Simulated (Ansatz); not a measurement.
**BF₂HO + NH₃: a complex and its separated parts**

Aim: how far the complex at one end of a reaction step lies below its separated, relaxed parts, level by level.

Computed with Ansatz 0.2.0, Gaussian basis. Level: PBE0-D4/def2-TZVP structures, single points in def2-TZVPP, no counterpoise correction.

Levels: SPW92, PBE-D4, BLYP-D4, r2SCAN-D4, B97M-V, PBE0-D4, B3LYP-D4, r2SCAN0-D4, BHLYP-D4, CAM-B3LYP-D4, wB97X-V, wB97M-V, B2PLYP, PBE-QIDH, RPA on PBE, Hartree-Fock, MP2, CCSD, CCSD(T).

Cores are frozen in the correlated methods. B3LYP uses VWN-RPA correlation. B2PLYP carries no dispersion term here.

94 further runs of the same task are left out: 94 set aside as unsound or not needed. Runs told in other sessions of the task aren't counted.

### Step 1. The system as given

The complex: 9 atoms, charge 0, spin multiplicity 1.

Atoms are counted from 1 here; the program's logs count them from 0.

Bond lengths: B1–N2 1.658 Å, B1–F3 1.384 Å, B1–F4 1.384 Å, B1–O6 1.412 Å, N2–H5 1.015 Å, N2–H7 1.015 Å, N2–H8 1.015 Å, O6–H9 0.958 Å. Angles: N2–B1–F3 104.3°, N2–B1–F4 104.3°, N2–B1–O6 102.0°, F3–B1–F4 111.2°, F3–B1–O6 116.4°, F4–B1–O6 116.4°, B1–N2–H5 109.4°, B1–N2–H7 109.4°, B1–N2–H8 110.4°, H5–N2–H7 108.9°, H5–N2–H8 109.3°, H7–N2–H8 109.4°, B1–O6–H9 112.2°.

Geometry (Å):

| atom | x (Å) | y (Å) | z (Å) |
| --- | --- | --- | --- |
| B1 | -0.5663 | 0.1392 | -0.2360 |
| N2 | 1.0622 | -0.0959 | -0.0297 |
| F3 | -0.8926 | -0.6607 | -1.3173 |
| F4 | -0.6812 | 1.4817 | -0.5525 |
| H5 | 1.2372 | -1.0711 | 0.1902 |
| O6 | -1.0818 | -0.2571 | 1.0179 |
| H7 | 1.3915 | 0.4782 | 0.7396 |
| H8 | 1.5652 | 0.1535 | -0.8748 |
| H9 | -2.0341 | -0.1677 | 1.0629 |

Its parts: BF₂HO holds atoms 1, 3, 4, 6, 9; NH₃ holds atoms 2, 5, 7, 8. Each part counts its atoms afresh in its own runs.

### Step 2. Relaxing BF₂HO alone

Input file relax-a/in.yaml:

```yaml
crystal:
  periodic: [false, false, false]
  atoms:
    - {symbol: B, position_ang: [-0.566296, 0.139217, -0.236032]}
    - {symbol: F, position_ang: [-0.892563, -0.660725, -1.317325]}
    - {symbol: F, position_ang: [-0.681199, 1.481684, -0.552531]}
    - {symbol: O, position_ang: [-1.081775, -0.257140, 1.017869]}
    - {symbol: H, position_ang: [-2.034133, -0.167721, 1.062913]}
basis:
  gaussian: {orbitals: def2-TZVP}
hamiltonian: {xc: pbe0, dispersion: d4}
relax: {f_tol: 0.005, max_steps: 200}
```

The run is started by

```console
$ ansatz run in.yaml --threads 4 --pin off --events-out ev --progress --plain --max-ram 9574MiB
```

Further steps of the session: Relaxing NH₃ alone; SPW92/def2-TZVPP; PBE-D4/def2-TZVPP; BLYP-D4/def2-TZVPP; r2SCAN-D4/def2-TZVPP; B97M-V/def2-TZVPP; PBE0-D4/def2-TZVPP; B3LYP-D4/def2-TZVPP; r2SCAN0-D4/def2-TZVPP; BHLYP-D4/def2-TZVPP; CAM-B3LYP-D4/def2-TZVPP; wB97X-V/def2-TZVPP; wB97M-V/def2-TZVPP; B2PLYP/def2-TZVPP; PBE-QIDH/def2-TZVPP; RPA on PBE/def2-TZVPP; CCSD(T)/def2-TZVPP; Vibrations of BF₂HO; Vibrations of NH₃.

**Question.** What will these runs give? Wanted: complex less parts, CCSD(T)/def2-TZVPP; with zero-point energy; largest T1 diagnostic.

As calculated:

```
                              quantity         value
complex less parts, CCSD(T)/def2-TZVPP  -61.2 kJ/mol
                with zero-point energy  -49.2 kJ/mol
                 largest T1 diagnostic         0.012
```

What this shows: At CCSD(T) the complex lies 61.2 kJ/mol below its parts. CAM-B3LYP-D4 is the best functional here (-0.3 kJ/mol from CCSD(T)); SPW92 is the worst (-34.4 kJ/mol). By rung, the mean size of the error is: LDA 34.4, GGA 8.6, meta-GGA 5.3, hybrid 5.3, range-separated hybrid 1.4, double hybrid 7.7 kJ/mol. The double hybrids carry no dispersion term here, unlike the levels marked D4 or V. PBE-D4 gives a relative energy 1.5 kJ/mol too high, inside chemical accuracy (1 kcal/mol, 4.2 kJ/mol). No counterpoise was applied, and triple zeta lacks some correlation, so the CCSD(T) reference has a basis error of its own, and close matches with it are partly luck.
